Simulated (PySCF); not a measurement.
# One shape, several levels: CH3ClFIn (SMILES [CH3][In]([F])[Cl])

Wanted: a comparison of 6 runs (HF/def2-SVP, PBE0/STO-3G, B2PLYP/3-21G, B3LYP/def2-SVP, M06-2X/def2-SVP, B2PLYP/def2-SVPD) of CH3ClFIn. Input form: a Python script.

The results are computed with PySCF 2.14.0.

**1. Starting point**

CH3ClFIn: 7 atoms, total charge 0, spin state singlet. SMILES: `[CH3][In]([F])[Cl]`. The coordinates come from a PBE0-D4/def2-TZVP relaxation.

Bond lengths: C1–In2 2.122 Å, In2–F3 1.947 Å, In2–Cl4 2.316 Å, C1–H5 1.089 Å, C1–H6 1.090 Å, C1–H7 1.088 Å. Angles: C1–In2–F3 121.8°, C1–In2–Cl4 129.4°, F3–In2–Cl4 108.8°, In2–C1–H5 109.1°, In2–C1–H6 108.9°, In2–C1–H7 109.1°, H5–C1–H6 109.2°, H5–C1–H7 110.4°, H6–C1–H7 110.2°.

**2. Energy and gradient at HF/def2-SVP (core potential) (run 1)**

The input, run.py:

```python
import pyscf.grad
from pyscf import gto, scf

mol = gto.M(
    atom='''
C   -0.390800   0.951400   0.427300
In   0.391000  -0.846100  -0.384300
F    2.306000  -1.125500  -0.600500
Cl  -0.728400  -2.728700  -1.135500
H   -1.112900   1.373000  -0.270800
H   -0.891300   0.725700   1.368500
H    0.426300   1.650400   0.595200
''',
    verbose=4,
    ecp={'In': 'def2-svp'},
    basis='def2-svp',
    max_memory=1860,
)

mf = scf.RHF(mol)
mf.conv_tol = 1e-10
mf.kernel()
if not mf.converged:
    mf = mf.newton().run(mf.mo_coeff, mf.mo_occ)

etot = mf.e_tot
print('E = %.10f Eh' % etot)
grad = mf.Gradients().kernel()
dip = mf.dip_moment()
pop, q = mf.mulliken_pop()
```

Run with:

```console
$ OMP_NUM_THREADS=1 python run.py
```

The log of the run:

```text
PySCF version 2.14.0

[... 65 lines left out ...]
converged SCF energy = -787.585334394845
[... 14 lines left out ...]
Dipole moment(X, Y, Z, Debye): -2.24073,  3.29707,  1.53126
[... 56 lines left out ...]
pop of  3 Cl 2s           1.99157
pop of  3 Cl 3s           1.19279
pop of  3 Cl 4s           0.76636
pop of  3 Cl 2px          1.98107
pop of  3 Cl 2py          1.97967
pop of  3 Cl 2pz          1.98117
pop of  3 Cl 3px          0.70630
pop of  3 Cl 3py          0.65527
pop of  3 Cl 3pz          0.70654
pop of  3 Cl 4px          1.16264
pop of  3 Cl 4py          1.06724
pop of  3 Cl 4pz          1.18508
pop of  3 Cl 3dxy         0.00415
pop of  3 Cl 3dyz         0.00269
pop of  3 Cl 3dz^2        0.00147
pop of  3 Cl 3dxz         0.00106
pop of  3 Cl 3dx2-y2      0.00255
pop of  4 H 1s            0.73609
pop of  4 H 2s            0.15422
pop of  4 H 2px           0.01036
pop of  4 H 2py           0.00732
pop of  4 H 2pz           0.01023
pop of  5 H 1s            0.73582
pop of  5 H 2s            0.15454
pop of  5 H 2px           0.00718
pop of  5 H 2py           0.00611
pop of  5 H 2pz           0.01465
pop of  6 H 1s            0.73606
pop of  6 H 2s            0.15016
pop of  6 H 2px           0.01252
pop of  6 H 2py           0.01081
pop of  6 H 2pz           0.00436
 ** Mulliken atomic charges  **
charge of    0C =     -0.35979
charge of    1In =      1.10381
charge of    2F =     -0.60647
charge of    3Cl =     -0.38710
charge of    4H =      0.08178
charge of    5H =      0.08169
charge of    6H =      0.08609
```

It took 9.6 s on 1 thread of Intel Xeon at 2.70GHz, shared host; peak memory 0.17 GiB.

**3. Energy and gradient at PBE0/STO-3G (run 2)**

The input, geometry.xyz:

```xyz
7
CH3ClFIn
C     -0.390800     0.951400     0.427300
In     0.391000    -0.846100    -0.384300
F      2.306000    -1.125500    -0.600500
Cl    -0.728400    -2.728700    -1.135500
H     -1.112900     1.373000    -0.270800
H     -0.891300     0.725700     1.368500
H      0.426300     1.650400     0.595200
```

The input, input.py:

```python
import pyscf.grad
from pyscf import gto, dft

system = gto.M(
    atom='geometry.xyz',
    spin=0,
    max_memory=1860,
    basis='sto-3g',
    charge=0,
    verbose=4,
)

mf = dft.RKS(system, xc='pbe0')
mf.grids.level = 5
mf.conv_tol = 1e-10
mf.kernel()
if not mf.converged:
    mf = mf.newton().run(mf.mo_coeff, mf.mo_occ)

etot = mf.e_tot
print(f'total energy: {etot:.8f} hartree')
grad = mf.Gradients().kernel()
dip = mf.dip_moment()
pop, q = mf.mulliken_pop()
```

Run with:

```console
$ OMP_NUM_THREADS=1 python input.py
```

The log of the run:

```text
PySCF version 2.14.0

[... 74 lines left out ...]
converged SCF energy = -6277.45156723692
total energy: -6277.45156724 hartree
[... 14 lines left out ...]
Dipole moment(X, Y, Z, Debye):  0.70304,  2.70687,  1.12878
[... 18 lines left out ...]
pop of  1 In 4py          1.99092
pop of  1 In 4pz          1.98693
pop of  1 In 5px          0.48573
pop of  1 In 5py          0.51887
pop of  1 In 5pz          0.35093
pop of  1 In 3dxy         1.99911
pop of  1 In 3dyz         1.99851
pop of  1 In 3dz^2        1.99890
pop of  1 In 3dxz         1.99979
pop of  1 In 3dx2-y2      1.99894
pop of  1 In 4dxy         1.97362
pop of  1 In 4dyz         1.95383
pop of  1 In 4dz^2        1.96571
pop of  1 In 4dxz         1.99371
pop of  1 In 4dx2-y2      1.96805
pop of  2 F 1s            1.99932
pop of  2 F 2s            1.96952
pop of  2 F 2px           1.51412
pop of  2 F 2py           1.90660
pop of  2 F 2pz           1.82581
pop of  3 Cl 1s           1.99997
pop of  3 Cl 2s           1.99890
pop of  3 Cl 3s           1.99620
pop of  3 Cl 2px          1.99737
pop of  3 Cl 2py          1.99371
pop of  3 Cl 2pz          1.99783
pop of  3 Cl 3px          1.87364
pop of  3 Cl 3py          1.68525
pop of  3 Cl 3pz          1.88156
pop of  4 H 1s            0.92456
pop of  5 H 1s            0.92495
pop of  6 H 1s            0.92567
 ** Mulliken atomic charges  **
charge of    0C =     -0.39330
charge of    1In =      0.80828
charge of    2F =     -0.21536
charge of    3Cl =     -0.42444
charge of    4H =      0.07544
charge of    5H =      0.07505
charge of    6H =      0.07433
```

It took 23 s on 1 thread of Intel Xeon at 2.70GHz, shared host; peak memory 0.52 GiB.

Runs 3 to 5 aren't shown in full; the table further down has their settings and results.

**4. The energy at B2PLYP/def2-SVPD (core potential) (run 6)**

The input, input.py:

```python
# [CH3][In]([F])[Cl]
from pyscf import gto, dft, mp

mol = gto.M(
    atom='''
C     -0.390800     0.951400     0.427300
In     0.391000    -0.846100    -0.384300
F      2.306000    -1.125500    -0.600500
Cl    -0.728400    -2.728700    -1.135500
H     -1.112900     1.373000    -0.270800
H     -0.891300     0.725700     1.368500
H      0.426300     1.650400     0.595200
''',
    max_memory=1860,
    basis='def2-svpd',
    verbose=4,
    ecp={'In': 'def2-svp'},
    charge=0,
)

mf = dft.RKS(mol, xc='0.53*HF + 0.47*B88, 0.73*LYP')
mf.grids.level = 5
mf.conv_tol = 1e-10
mf.kernel()
if not mf.converged:
    mf = mf.newton().run(mf.mo_coeff, mf.mo_occ)

pt = mp.MP2(mf, frozen=11).run()
energy = mf.e_tot + 0.27 * pt.e_corr
print('PT2 part  %.8f' % (0.27 * pt.e_corr))
print('Final energy', energy)
mf.analyze()
```

Run with:

```console
$ OMP_NUM_THREADS=1 python input.py
```

The log of the run:

```text
PySCF version 2.14.0

[... 91 lines left out ...]
Final energy -789.4010513396006
[... 14 lines left out ...]
MO #6   energy= -7.54754057303519  occ= 2
[... 11 lines left out ...]
MO #18  energy= -0.87869255142449  occ= 2
[... 11 lines left out ...]
MO #30  energy= -0.0187101006020855 occ= 0
[... 11 lines left out ...]
MO #42  energy= 0.157600373762789  occ= 0
[... 11 lines left out ...]
MO #54  energy= 0.316570003682364  occ= 0
[... 11 lines left out ...]
MO #66  energy= 0.431797900764032  occ= 0
[... 11 lines left out ...]
MO #78  energy= 0.739980103402098  occ= 0
[... 11 lines left out ...]
MO #90  energy= 1.09151384297096   occ= 0
[... 11 lines left out ...]
MO #102 energy= 1.64086880264403   occ= 0
[... 11 lines left out ...]
MO #114 energy= 2.61535331457167   occ= 0
[... 11 lines left out ...]
MO #126 energy= 61.0813282717516   occ= 0
[... 97 lines left out ...]
pop of  3 Cl 3dxz         0.00393
pop of  3 Cl 3dx2-y2      0.00867
pop of  3 Cl 4dxy         0.00862
pop of  3 Cl 4dyz         0.00801
pop of  3 Cl 4dz^2        0.00631
pop of  3 Cl 4dxz         0.00422
pop of  3 Cl 4dx2-y2      0.01176
pop of  4 H 1s            0.87445
pop of  4 H 2s            0.00736
pop of  4 H 2px           0.00109
pop of  4 H 2py           0.00157
pop of  4 H 2pz           0.00072
pop of  4 H 3px           0.00144
pop of  4 H 3py           0.00291
pop of  4 H 3pz           0.00063
pop of  5 H 1s            0.87442
pop of  5 H 2s            0.00718
pop of  5 H 2px           0.00084
pop of  5 H 2py           0.00119
pop of  5 H 2pz           0.00145
pop of  5 H 3px           0.00146
pop of  5 H 3py           0.00193
pop of  5 H 3pz           0.00281
pop of  6 H 1s            0.87079
pop of  6 H 2s            0.00742
pop of  6 H 2px           0.00089
pop of  6 H 2py           0.00169
pop of  6 H 2pz           0.00052
pop of  6 H 3px           0.00039
pop of  6 H 3py           0.00344
pop of  6 H 3pz           0.00085
 ** Mulliken atomic charges  **
charge of    0C =     -0.89421
charge of    1In =      2.30882
charge of    2F =     -0.92818
charge of    3Cl =     -0.81898
charge of    4H =      0.10983
charge of    5H =      0.10872
charge of    6H =      0.11401
Dipole moment(X, Y, Z, Debye): -2.19512,  3.39017,  1.56721
```

Run time: 39 s. Hardware: 1 thread of Intel Xeon at 2.70GHz, shared host; peak memory 0.73 GiB.

**5. Overview of the runs**

| run | level | core potential | integration grid | energy (Eh) | dipole moment (D) | HOMO energy (eV) | LUMO energy (eV) | wall time |
| --- | --- | --- | --- | --- | --- | --- | --- | --- |
| 1 | HF/def2-SVP (core potential) | def2-svp | – | -787.585334 | 4.27 | -11.68 | 1.34 | 9.6 s |
| 2 | PBE0/STO-3G | – | 5 | -6277.451567 | 3.02 | -4.70 | 2.05 | 23 s |
| 3 | B2PLYP/3-21G | – | 5 | -6313.318450 | 4.36 | -9.63 | -0.35 | 18 s |
| 4 | B3LYP/def2-SVP (core potential) | def2-svp | 5 | -789.986913 | 3.97 | -8.24 | -1.70 | 44 s |
| 5 | M06-2X/def2-SVP (core potential) | def2-svp | 5 | -789.770635 | 4.05 | -9.87 | -0.75 | 57 s |
| 6 | B2PLYP/def2-SVPD (core potential) | def2-svp | 5 | -789.401051 | 4.33 | -9.98 | -0.78 | 39 s |

**6. What came out**

| quantity | value |
| --- | --- |
| run 6: total energy | -789.40105 Eh |
| run 6: dipole moment (SCF part) | 4.33 D |
| run 6: HOMO energy (SCF part's orbitals) | -9.98 eV |
| run 6: LUMO energy (SCF part's orbitals) | -0.78 eV |
| run 6: HOMO–LUMO gap (SCF part's orbitals) | 9.20 eV |

**Reading.** The dipole moment (its size) runs from 3.02 D (PBE0/STO-3G) to 4.36 D (B2PLYP/3-21G). The two ends differ in method and basis. A double hybrid's value is that of its SCF part. The HOMO–LUMO gap runs from 6.55 eV (B3LYP/def2-SVP) to 13.02 eV (HF/def2-SVP). Exact exchange widens orbital gaps. Totals of different functionals can't be ranked against each other. Some runs of one species differ in core potentials or relativity; totals across that change don't compare. In run 2 the basis is minimal, so the values are rough. In runs 2, 3 relativity is left out where basis or elements ask for it. All runs together took 3.2 min, the longest 57 s.
